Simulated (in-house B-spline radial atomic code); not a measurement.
# Ge³⁺: excited configurations

How much energy does it take to promote electrons of Ge³⁺ to other shells? Each configuration is solved by itself and compared with the reference.

Program: in-house B-spline radial atomic code version 1. Level of theory: non-relativistic HSE06, spin-polarised, spherical density, exact exchange averaged over the configuration, point nucleus, basis-set limit. These are calculated values, not measurements, unless marked.

## (1) Starting point

```
element       : germanium (Z = 32)
charge        : +3
electrons     : 29
configuration : [Ar] 3d10 4s1
Hamiltonian   : non-relativistic
nucleus       : point
```

Outer shells as boxes (Hund's rule):

[Ar] 3d10 4s1
```
[Ar] core
3d [↑↓][↑↓][↑↓][↑↓][↑↓]
4s [↑ ]
```

Where spins are not typed, each open shell is filled with up spins first.

## (2) Reference run

Settings of the run:

```ini
Z = 32
electrons = 29.0
configuration = [Ar] 3d10 4s1
hamiltonian = nr
method = hse06
spin_polarised = True
exact_exchange = averaged over the configuration
```

The run is started by

```bash
> python run_scf.py task.json out
```

task.json lists these runs, among others, and the program works through them in turn.

## (3) Run with [Ne] 3s2 3p5 3d10 4s1 5p1

Settings: those of step 2 with these lines changed.

```diff
@@ -2,3 +2,3 @@
 electrons = 29.0
-configuration = [Ar] 3d10 4s1
+configuration = [Ne] 3s2 3p5 3d10 4s1 5p1
 hamiltonian = nr
```

## (4) [Ar] 3d10 4d1

Settings of the run:

```ini
Z = 32
electrons = 29.0
configuration = [Ar] 3d10 4d1
hamiltonian = nr
method = hse06
spin_polarised = True
exact_exchange = averaged over the configuration
```

## (5) Run with [Ne] 3s2 3p5 3d10 4s1 4d1

Settings: those of step 4 with these lines changed.

```diff
@@ -2,3 +2,3 @@
 electrons = 29.0
-configuration = [Ar] 3d10 4d1
+configuration = [Ne] 3s2 3p5 3d10 4s1 4d1
 hamiltonian = nr
```

## (6) Run with [Ar] 3d10 4f1

Settings of the run:

```ini
Z = 32
electrons = 29.0
configuration = [Ar] 3d10 4f1
hamiltonian = nr
method = hse06
spin_polarised = True
exact_exchange = averaged over the configuration
```

## (7) Configuration [Ar] 3d9 4s1 4d1

Settings: those of step 6 with these lines changed.

```diff
@@ -2,3 +2,3 @@
 electrons = 29.0
-configuration = [Ar] 3d10 4f1
+configuration = [Ar] 3d9 4s1 4d1
 hamiltonian = nr
```

## (8) Run with [Ar] 3d9 4s1 5f1

Settings: those of step 7 with these lines changed.

```diff
@@ -2,3 +2,3 @@
 electrons = 29.0
-configuration = [Ar] 3d9 4s1 4d1
+configuration = [Ar] 3d9 4s1 5f1
 hamiltonian = nr
```

Q: How far above the reference does each configuration lie (order and size, in eV)?

The runs gave:

| net move | configuration | 2|M_S|+1 | energy above the reference (eV) | largest <r> (bohr) |
| --- | --- | --- | --- | --- |
| 4s → 4d | [Ar] 3d10 4d1 | 2 | 23.291 | 2.99 |
| 4s → 4f | [Ar] 3d10 4f1 | 2 | 31.678 | 4.35 |
| 3d → 4d | [Ar] 3d9 4s1 4d1 | 4 | 51.206 | 2.76 |
| 3d → 5f | [Ar] 3d9 4s1 5f1 | 4 | 65.833 | 7.28 |
| 3p → 4d | [Ne] 3s2 3p5 3d10 4s1 4d1 | 4 | 138.96 | 2.76 |
| 3p → 5p | [Ne] 3s2 3p5 3d10 4s1 5p1 | 4 | 144.23 | 4.25 |

What this shows: The energies run from 23.291 eV (4s → 4d) to 144.23 eV (3p → 5p). 2 of them lie more than 60 % above minus the reference's highest level (41.295 eV), in the range where a state can decay by emitting an electron. The reference has 2|M_S|+1 = 2; 4 of the configurations differ from it in spin. These are spherical averages at the typed spins, not spectroscopic levels.
